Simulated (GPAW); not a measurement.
# RuSe (Pm-3m) in GPAW: settings compared

The runs below take RuSe through single point from a typed occupation, with PBEsol+U, PBE+U.

Everything below comes from runs of GPAW 26.7.0. Logs are shortened: lines on timing, memory, paths and dates and some standing lists are left out, and cuts for length are marked. The log counts tension as positive stress, the text compression.

### 1 The structure

The structure is cubic, space group Pm-3m (No. 221). Conventional cell: a = 3.188 Å, b = 3.188 Å, c = 3.188 Å, α = 90.00°, β = 90.00°, γ = 90.00°. Ru (site symmetry m-3m) is surrounded by 8 Se at 2.76 Å. Se (site symmetry m-3m) has 8 Ru at 2.76 Å as nearest neighbours.

The cell comes from a database or a generator and needn't be the stable form of this composition.

### 2 Single point from a typed occupation, PBEsol+U, collinear spin, ferromagnetic start

File run.py:

```python
import numpy as np
from ase import Atoms
from ase.units import Ha
from gpaw import PW, setup_paths
from gpaw.dft import DFT
from gpaw.hubbard import aoom

setup_paths.insert(0, '.')

atoms = Atoms(['Ru', 'Se'],
              cell=[[3.18769231, 0.0, 0.0],
                    [0.0, 3.18769231, 0.0],
                    [0.0, 0.0, 3.18769231]],
              scaled_positions=[[0.0, 0.0, 0.0],
                                [0.5, 0.5, 0.5]],
              pbc=True)
atoms.set_initial_magnetic_moments([4.0, 0.0])

def hold(setup, l, U, n_smm):
    """Build the Hubbard potential of this atom from a typed occupation matrix."""
    free = setup.hubbard_u.calculate

    def calculate(setup, D_sii):
        energy, dH_sii = free(setup, D_sii)
        m = 2 * l + 1
        first = np.cumsum([0] + [2 * x + 1 for x in setup.l_j])
        blocks = [slice(first[j], first[j] + m) for j, x in enumerate(setup.l_j) if x == l]
        for s, n_mm in enumerate(n_smm):
            _, V_ii = aoom(D_sii[s], l, setup.l_j, setup.n_j, setup.N0_q)
            for i1 in blocks:
                for i2 in blocks:
                    V_ii[i1, i2] *= U / Ha / 2 * (np.eye(m) - 2 * np.array(n_mm))
            dH_sii[s] = V_ii
        return energy, dH_sii

    setup.hubbard_u.calculate = calculate
    return free

# occupation matrices [spin][m][m'] in real spherical harmonics, m = -l ... l
start = {
    0: [[[1.0, 0.0, 0.0, 0.0, 0.0],
         [0.0, 1.0, 0.0, 0.0, 0.0],
         [0.0, 0.0, 1.0, 0.0, 0.0],
         [0.0, 0.0, 0.0, 1.0, 0.0],
         [0.0, 0.0, 0.0, 0.0, 1.0]],
        [[0.4622, 0.1251, -0.1628, -0.4311, 0.1435],
         [0.1251, 0.0339, -0.0441, -0.1167, 0.0388],
         [-0.1628, -0.0441, 0.0574, 0.1518, -0.0506],
         [-0.4311, -0.1167, 0.1518, 0.4021, -0.1339],
         [0.1435, 0.0388, -0.0506, -0.1339, 0.0446]]],
}

dft = DFT(atoms,
          mode=PW(600),
          xc='PBEsol',
          kpts={'size': (6, 6, 6), 'gamma': True},
          occupations={'name': 'methfessel-paxton', 'order': 0, 'width': 0.05},
          setups={0: ':d,2.0'},
          nbands=24,
          convergence={'density': 0.0001, 'energy': 1e-05},
          maxiter=120,
          symmetry={'point_group': False},
          converge=False,
          txt='gpaw.txt')
free = {a: hold(dft.setups[a], l, 2, start[a]) for a, l in {0: 2}.items()}
dft.converge(steps=16)
for a, calculate in free.items():
    dft.setups[a].hubbard_u.calculate = calculate
dft.converge()
print(f'Energy: {dft.calculate_energy():.6f} eV')
print('Forces (eV/A):')
print(dft.calculate_forces().round(4))
print('Stress (eV/A^3):', dft.calculate_stress().round(6))
print('Moments:', dft.magmoms()[1][:, 2].round(3))
dft.write_converged()
dft.write_gpw_file('gs.gpw')
for a, l in {0: 2}.items():
    setup = dft.setups[a]
    for s, D_ii in enumerate(dft.density.D_asii[a]):
        n_mm = aoom(D_ii, l, setup.l_j, setup.n_j, setup.N0_q)[0]
        print(f'atom {a} spin {s} trace {n_mm.trace():.4f} eigenvalues', *np.linalg.eigvalsh(n_mm).round(3))
        np.savetxt(f'occupation-{a}-{s}.dat', n_mm, fmt='%8.4f')
```

Potentials or basis: PAW data sets generated in the run's folder for this functional, pw.

On the command line:

```console
$ gpaw-setup -f PBEsol Ru Se
$ OMP_NUM_THREADS=1 python run.py
```

gpaw.txt:

```text
Diagonalizing LCAO Hamiltonian
Converting LCAO to pw mode
   .-------.
  /|       |
 * |       |
 | |  Se   |
 | .-------.
 |/       /
 Ru------*

Atoms  # Å, Bohr magnetons
|   | symbol |        x |        y |        z |    initial magnetic moments |
|---|--------|----------|----------|----------|-----------------------------|
| 0 |     Ru | 0.000000 | 0.000000 | 0.000000 | ( 0.0000,  0.0000,  4.0000) |
| 1 |     Se | 1.593846 | 1.593846 | 1.593846 | ( 0.0000,  0.0000,  0.0000) |

Unit cell  # Å
| periodic |        x |        y |        z |  lengths |    angles |
|----------|----------|----------|----------|----------|-----------|
|      yes | 3.187692 | 0.000000 | 0.000000 | 3.187692 | 90.000000 |
|      yes | 0.000000 | 3.187692 | 0.000000 | 3.187692 | 90.000000 |
|      yes | 0.000000 | 0.000000 | 3.187692 | 3.187692 | 90.000000 |

Number of symmetries: 1
Symmetry operations  # r_c * U_cc + t_c -> r_c
|   | kind |            matrix            |
|---|------|------------------------------|
| 0 |  E   |  1, 0, 0,  0, 1, 0,  0, 0, 1 |

BZ-sampling:
  Number of BZ points: 216
  Number of IBZ points: 112

  Monkhorst-Pack size: [6, 6, 6]
  Monkhorst-Pack shift: [0.08333333333333333, 0.08333333333333333, 0.08333333333333333]

K-points  # in reciprocal-cell coordinates
|     |                                coordinates |     weight |
|-----|--------------------------------------------|------------|
|   0 | (  0.00000000,   0.00000000,   0.00000000) | 0.00462963 |
|   1 | (  0.00000000,   0.00000000,   0.16666667) | 0.00925926 |
|   2 | (  0.00000000,   0.00000000,   0.33333333) | 0.00925926 |
|   3 | (  0.00000000,   0.00000000,   0.50000000) | 0.00462963 |
|   4 | (  0.00000000,   0.16666667,  -0.33333333) | 0.00925926 |
|   5 | (  0.00000000,   0.16666667,  -0.16666667) | 0.00925926 |
|   6 | (  0.00000000,   0.16666667,   0.00000000) | 0.00925926 |
|   7 | (  0.00000000,   0.16666667,   0.16666667) | 0.00925926 |
|   8 | (  0.00000000,   0.16666667,   0.33333333) | 0.00925926 |
|   9 | (  0.00000000,   0.16666667,   0.50000000) | 0.00925926 |
| ... |                                            |            |
| 111 | (  0.50000000,   0.50000000,   0.50000000) | 0.00462963 |

Plane wave coefficients: 1108
Cutoff: 600.0 eV

Spin-components: 2 (collinear spins)
Bands:           24
Projectors:      11
Spin-degeneracy: 1
Datatype:        complex128

Parallelization:
  kpt:    1
  domain: 1
  band:   1

Density:
  Valence electrons: 22.0
  Components: 2
  Grid points: [20 20 20]
  Charge: 0.0  # |e|

Potential:
  Grid points: [20 20 20]

species:
  Ru:
    name:    Ruthenium
    Z:       44.0
    valence: 16
    core:    28
    charge:  0.0  # [|e|]
    Hubbard: {U: 2.0,  # eV
              l: 2,
              scale: True}
    compensation charges:
      type: gauss
      rc: 0.39  # [Å]
      lmax: 2
    cutoffs:
      filter: 2.16  # [Å]
      core: 1.30  # [Å]
    projectors
    | kind |    occ | energy [eV] | rcut [Å] |
    |------|--------|-------------|----------|
    |   4s |  2.000 |     -76.260 |    1.281 |
    |   5s |  1.000 |      -4.265 |    1.281 |
    |   4p |  6.000 |     -46.387 |    1.286 |
    |   5p |  0.000 |      -0.866 |    1.286 |
    |   4d |  7.000 |      -5.218 |    1.254 |
    |    d |        |      21.994 |    1.254 |

    Using partial waves for Ru as LCAO basis

  Se:
    name:    Selenium
    Z:       34.0
    valence: 6
    core:    28
    charge:  0.0  # [|e|]
    compensation charges:
      type: gauss
      rc: 0.27  # [Å]
      lmax: 2
    cutoffs:
      filter: 1.77  # [Å]
      core: 2.67  # [Å]
    projectors
    | kind |    occ | energy [eV] | rcut [Å] |
    |------|--------|-------------|----------|
    |   4s |  2.000 |     -17.281 |    0.847 |
    |   4p |  4.000 |      -6.511 |    1.005 |
    |    s |        |       9.930 |    0.847 |
    |    p |        |      20.700 |    1.005 |
    |    d |        |       0.000 |    0.847 |

    Using partial waves for Se as LCAO basis

Reference energy: -189240.370351  # eV

eigensolver:
  PPCG
  Converge bands: occupied
  niter=2

density mixing:
  MSR1-Mixer
  Pratt-step length: 0.05
  Maximum mixing coefficient: 0.75
  Old densities: 10
  SVD Regularization: 0.005
  Good broyden scale: 1.0
  Trust region scale: 1.0
  Backstep threshold: 4.0
  History deletion threshold: 6.0
  Fourier metric: weight=20.0, sigma=0.015

occupation numbers:
  Methfessel-Paxton:
    width: 0.0500  # eV
    order: 0

poisson solver:
  ecut: 4800.0  # eV

xc functional:
  name: PBEsol with 2 nearest neighbor stencil

convergence criteria:
- Maximum integral of absolute [dens]ity change: 0.0001 electrons / valence electron
- Maximum [total energy] change in last 3 cyles: 1e-05 eV / valence electron
- Maximum integral of absolute [eigenst]ate change: 4e-08 eV^2 / valence electron
maximum number of iterations: 120

SCF iterations
|iter     | |      energy | eigst |  dens |  magmom |
|---------|-|-------------|-------|-------|---------|
|iter:   1| |  -11.749754 | -0.28 |       |  +3.9947|
|iter:   2| |  -11.681070 | -2.48 | -0.78 |  +3.8857|
|iter:   3| |  -11.277530 | -2.51 | -0.89 |  +3.5112|
|iter:   4| |  -11.244775 | -2.89 | -1.10 |  +3.0504|
|iter:   5| |  -11.347980 | -3.35 | -1.35 |  +2.4991|
|iter:   6| |  -11.415007 | -3.53 | -1.64 |  +1.9966|
|iter:   7| |  -11.447230 | -4.94 | -2.26 |  +1.9029|
|iter:   8| |  -11.465995 | -5.16 | -2.48 |  +1.8974|
|iter:   9| |  -11.479669 | -5.54 | -2.81 |  +1.8942|
|iter:  10| |  -11.484033 | -6.41 | -3.29 |  +1.8948|
|iter:  11| |  -11.485868 | -7.38 | -3.79 |  +1.8934|
|iter:  12| |  -11.486086 | -7.81c| -4.48c|  +1.8933|
|iter:  13| |  -11.486116 | -8.57c| -5.00c|  +1.8931|
|iter:  14| |  -11.486113c| -9.29c| -5.55c|  +1.8931|
SCF steps: 14
convergence criteria:
- Maximum integral of absolute [dens]ity change: 0.0001 electrons / valence electron
- Maximum [total energy] change in last 3 cyles: 1e-05 eV / valence electron
- Maximum integral of absolute [eigenst]ate change: 4e-08 eV^2 / valence electron
maximum number of iterations: 120

SCF iterations
|iter     | |      energy | eigst |  dens |  magmom |
|---------|-|-------------|-------|-------|---------|
|iter:   1| |  -11.486113c|-10.15c|       |  +1.8931|
|iter:   2| |  -11.630163 | -3.64 | -6.07c|  +1.8931|
|iter:   3| |  -11.630036 | -6.35 | -1.57 |  +1.8926|
|iter:   4| |  -11.630163c| -7.21 | -1.57 |  +1.8931|
|iter:   5| |  -11.630163c| -8.81c| -1.57 |  +1.8931|
|iter:   6| |  -11.630070c| -7.54c| -1.57 |  +1.8927|
|iter:   7| |  -11.630163c| -7.54c| -1.57 |  +1.8931|
|iter:   8| |  -11.630163c| -9.22c| -1.57 |  +1.8931|
|iter:   9| |  -11.630100c| -7.88c| -1.57 |  +1.8929|
|iter:  10| |  -11.630163c| -7.88c| -1.57 |  +1.8931|
[... 96 further cycles ...]
|iter: 107| |  -11.686964 | -3.57 | -1.73 |  +1.7721|
|iter: 108| |  -11.709611 | -3.81 | -2.09 |  +1.6802|
|iter: 109| |  -11.720945 | -4.41 | -2.14 |  +1.5859|
|iter: 110| |  -11.730841 | -3.35 | -2.14 |  +1.2782|
|iter: 111| |  -11.734914 | -4.02 | -2.04 |  +1.3967|
|iter: 112| |  -11.734556 | -4.77 | -2.78 |  +1.4574|
|iter: 113| |  -11.735841 | -4.97 | -2.66 |  +1.4126|
|iter: 114| |  -11.735873 | -6.51 | -3.36 |  +1.4092|
|iter: 115| |  -11.735882c| -6.81 | -3.65 |  +1.4059|
|iter: 116| |  -11.735885c| -7.91c| -4.21c|  +1.4066|
SCF steps: 116
Energy contributions relative to reference atoms: (reference = -189240.370351)

Energy contributions:
  Kinetic:           0.579127
  Coulomb:          -1.536343
  Zero:             -0.465943
  External:          0.000000
  Xc:              -10.312397
  Entropy:          -0.000657
  Spinorbit:         0.000000
  ----------------------------
  Free energy:     -11.736213
  Extrapolated:    -11.735885

Forces  # eV/Ang
|        x |        y |        z |
|----------|----------|----------|
|  0.00000 | -0.00000 |  0.00000 |  # Ru   0
| -0.00000 | -0.00000 | -0.00000 |  # Se   1

Stress tensor  # eV/Ang^3
|         x |        y |         z |
|-----------|----------|-----------|
|  0.082441 | 0.000013 | -0.000002 |
|  0.000013 | 0.082444 |  0.000057 |
| -0.000002 | 0.000057 |  0.082455 |

Total magnetic moment: (0.000000, 0.000000, 1.406584)

Local magnetic moments
|        x |        y |        z |
|----------|----------|----------|
| 0.000000 | 0.000000 | 1.423217 |  # Ru   0
| 0.000000 | 0.000000 | 0.004022 |  # Se   1

Fermi level: 10.989
Eigenvalues  # (at kpt = [0.000, 0.000, 0.000])
| band index |      eig [eV] | occ [0-1] |      eig [eV] | occ [0-1] |
|------------|---------------|-----------|---------------|-----------|
|          0 |       -61.382 |     1.000 |       -60.345 |     1.000 |
|        ... |               |           |               |           |
|          5 |         6.531 |     1.000 |         8.155 |     1.000 |
|          6 |         6.531 |     1.000 |         8.155 |     1.000 |
|          7 |         9.490 |     1.000 |         9.488 |     1.000 |
|          8 |         9.491 |     1.000 |         9.488 |     1.000 |
|          9 |         9.491 |     1.000 |         9.488 |     1.000 |
|         10 |         9.493 |     1.000 |        10.958 |     0.805 |
[... 8 lines left out ...]
|         19 |        28.375 |     0.000 |        28.427 |     0.000 |
|         20 |        28.375 |     0.000 |        28.427 |     0.000 |
|        ... |               |           |               |           |
|         23 |        28.952 |     0.000 |        29.052 |     0.000 |

No gap
No difference between direct/indirect transitions
Writing to gs.gpw (mode='')

  __  _  _
 | _ |_)|_||  |
 |__||  | ||/\| - 26.7.0

Input parameters:
  mode=PW(ecut=600.0),
  convergence={'density': 0.0001, 'energy': 1e-05},
  kpts=MonkhorstPack(size=(6, 6, 6), gamma=True),
  maxiter=120,
  nbands=24,
  occupations=Occupations(name='methfessel-paxton', order=0, width=0.05),
  setups={0: ':d,2.0'},
  symmetry=Symmetry(point_group=False),
  xc=XC(name='PBEsol')
# Writing to gs.gpw (mode='')
```

Wall time 12 min (1 thread of Intel Xeon at 2.70GHz, shared host); peak memory 0.27 GiB.

Results:

```yaml
Free_energy: -11.7362 eV
Pressure: -13.2 GPa
Band_gap_on_the_k_mesh: none (metal or under the smearing width)
Net_moment: 1.41 μB per cell
Site_moments: Ru +1.42; Se +0.00 μB
```

Levels at points of the mesh, in eV from the Fermi level:
Spin up:
```
           k point  band 8  band 9  band 10  band 11  band 12  band 13  band 14  band 15  band 16  band 17
(0.00, 0.00, 0.00)   -1.50   -1.50    -1.50    -1.50    -1.50    -1.50     2.52     8.46     8.46    17.08
(0.00, 0.00, 0.50)   -3.98   -3.95    -1.34    -0.88     2.58     2.58     5.55     6.29     8.91     8.91
(0.00, 0.50, 0.00)   -3.98   -3.95    -1.34    -0.88     2.58     2.58     5.55     6.29     8.91     8.91
(0.00, 0.50, 0.50)   -4.04   -2.43    -2.43    -1.46    -0.99     0.12     2.76    10.48    10.48    10.54
(0.50, 0.00, 0.00)   -3.98   -3.95    -1.34    -0.88     2.58     2.58     5.55     6.29     8.91     8.91
(0.50, 0.00, 0.50)   -4.04   -2.43    -2.43    -1.46    -0.99     0.12     2.76    10.48    10.48    10.54
(0.50, 0.50, 0.00)   -4.04   -2.43    -2.43    -1.46    -0.99     0.12     2.76    10.48    10.48    10.54
(0.50, 0.50, 0.50)   -7.05   -0.93    -0.93     2.17     2.17     2.17     2.74     2.74     2.74     8.29
```
Spin down:
| k point | band 6 | band 7 | band 8 | band 9 | band 10 | band 11 | band 12 | band 13 | band 14 | band 15 |
| --- | --- | --- | --- | --- | --- | --- | --- | --- | --- | --- |
| (0.00, 0.00, 0.00) | -2.83 | -2.83 | -1.50 | -1.50 | -1.50 | -0.03 | -0.03 | -0.03 | 2.79 | 8.99 |
| (0.00, 0.00, 0.50) | -8.03 | -3.23 | -3.23 | -2.12 | 0.17 | 1.22 | 3.30 | 3.30 | 5.67 | 6.26 |
| (0.00, 0.50, 0.00) | -8.03 | -3.23 | -3.23 | -2.12 | 0.17 | 1.22 | 3.30 | 3.30 | 5.67 | 6.26 |
| (0.00, 0.50, 0.50) | -5.79 | -5.79 | -2.66 | -1.11 | -1.11 | -0.20 | 0.09 | 1.34 | 3.84 | 10.63 |
| (0.50, 0.00, 0.00) | -8.03 | -3.23 | -3.22 | -2.12 | 0.17 | 1.22 | 3.30 | 3.30 | 5.67 | 6.26 |
| (0.50, 0.00, 0.50) | -5.79 | -5.79 | -2.66 | -1.11 | -1.11 | -0.20 | 0.09 | 1.34 | 3.84 | 10.63 |
| (0.50, 0.50, 0.00) | -5.79 | -5.79 | -2.66 | -1.11 | -1.11 | -0.20 | 0.09 | 1.34 | 3.84 | 10.63 |
| (0.50, 0.50, 0.50) | -6.64 | -6.64 | -6.64 | 1.41 | 1.41 | 2.85 | 2.85 | 2.85 | 3.26 | 3.26 |

Eigenvalues of the final occupation matrices:
```tsv
site	spin	trace	eigenvalues
atom 1 	1	4.42	0.82 0.82 0.82 0.99 0.99
atom 1 	2	2.70	0.51 0.51 0.56 0.56 0.56
```

Caveat: the occupation matrix was held by a function in the script for the first cycles and then freed; the end state hangs on it. The state reached can hang on the start; a lower one may exist.

[end of part 1 of 3]
